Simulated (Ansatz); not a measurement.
# CH2AlClO: the cost of one run

Computed with Ansatz 0.2.0, Gaussian basis. Level: PBE0-D4/6-31G.

1 further run of the same task is left out (it didn't finish).

## (1) The starting structure

SMILES `O=[CH][AlH][Cl]`, 6 atoms, charge 0, spin multiplicity 1.

Atoms are counted from 1 here; the program's logs count them from 0.

Bond lengths: O1–C2 1.219 Å, C2–Al3 2.034 Å, C2–H5 1.113 Å, Al3–Cl4 2.009 Å, Al3–H6 1.533 Å. Angles: O1–C2–Al3 105.0°, O1–C2–H5 117.4°, Al3–C2–H5 137.6°, C2–Al3–Cl4 117.7°, C2–Al3–H6 118.6°, Cl4–Al3–H6 123.6°.

As a file:

```
O     0.9430   -1.3598   -0.5923
C     1.0346   -0.1622   -0.3825
Al   -0.7840    0.3844    0.3457
Cl   -2.1843   -1.0437    0.5314
H     2.0062    0.3273   -0.6189
H    -1.0154    1.8541    0.7165
```

## (2) Dynamics

Input file md/in.yaml:

```yaml
crystal:
  periodic: [false, false, false]
  atoms:
    - {symbol: O, position_ang: [0.943020, -1.359800, -0.592270]}
    - {symbol: C, position_ang: [1.034570, -0.162240, -0.382470]}
    - {symbol: Al, position_ang: [-0.784040, 0.384400, 0.345740]}
    - {symbol: Cl, position_ang: [-2.184340, -1.043750, 0.531380]}
    - {symbol: H, position_ang: [2.006210, 0.327320, -0.618860]}
    - {symbol: H, position_ang: [-1.015430, 1.854070, 0.716490]}
basis:
  gaussian: {orbitals: 6-31G}
hamiltonian: {xc: pbe0, dispersion: d4}
md: {n_steps: 60, timestep: 0.25, temperature: 1500, ensemble: nve, seed: 875, initial_velocities: maxwell_boltzmann}
```

Command:

```bash
> ansatz run in.yaml --threads 2 --pin off --events-out ev --progress --plain --max-ram 3481MiB
```

Q: Estimate wall time and peak memory on 2 threads of Arm Neoverse V2, shared host.

About 53 s, with a peak of 0.1 GiB.
